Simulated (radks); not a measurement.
# Ionisation of Pd¹⁴⁺: one atom, several choices of exchange strength α

The task here is to estimate one member of a computed series from the others.

The numbers are computed with radks (a radial shooting solver on a logarithmic mesh, Libxc functionals) version 1 (scalar-relativistic Kohn-Sham, spin-polarised, spherical densities, finite nucleus; open shells are filled with parallel spins first), except any that are marked as measured or tabulated.

## The atom as given

```
element       : palladium (Z = 46)
charge        : +14
electrons     : 32
configuration : [Ar] 3d10 4s2 4p2
ion           : Pd¹⁵⁺, [Ar] 3d10 4s2 4p1
choices       : α = 0.552; α = 0.613; α = 0.622; α = 0.667; α = 0.69; α = 0.708; α = 0.938
```

Outer shells as boxes (Hund's rule):

Pd¹⁴⁺
```
[Ar] core
3d [↑↓][↑↓][↑↓][↑↓][↑↓]
4s [↑↓]
4p [↑ ][↑ ][  ]
```

Pd¹⁵⁺
```
[Ar] core
3d [↑↓][↑↓][↑↓][↑↓][↑↓]
4s [↑↓]
4p [↑ ][  ][  ]
```

The first run:

Settings of this run:

```text
Z 46
configuration [Ar] 3d10 4s2 4p2
relativity scalar-relativistic
functional xalpha 0.552
spin polarised
nucleus finite rms 4.5318 fm
c 137.035999084
```

Steps of the session up to this table: α = 0.552: Pd¹⁴⁺.

One table of the session follows, with a row left open; its other results are not shown here.

It belongs to the step «α = 0.552: Pd¹⁴⁺». Radial moments (bohr):

| level | <r> | outermost maximum (interpolated) | 90 % within | nodes |
| --- | --- | --- | --- | --- |
| 3p up | 0.3775 | 0.335 | 0.568 | 1 |
| 3p down | 0.3771 | 0.335 | 0.567 | 1 |
| 3d up | 0.3543 | 0.281 | 0.560 | 0 |
| 3d down | 0.3538 | 0.281 | 0.559 | 0 |
| 4s up | 0.8489 | 0.808 | 1.21 | 3 |
| 4s down | 0.8482 | 0.806 | 1.21 | 3 |
| 4p up | ? | ? | ? | ? |
| 4p down | 0.8869 | 0.839 | 1.27 | 2 |

Q: Estimate the row for 4p up from the others.

The run gave: <r>: 0.8868; outermost maximum (interpolated): 0.841; 90 % within: 1.27; nodes: 2. In the column «<r>» it lies between 4s up (0.8489) and 4p down (0.8869).

Caveats from the session: Open shells are spherical and high-spin; term and fine-structure splittings are not resolved.
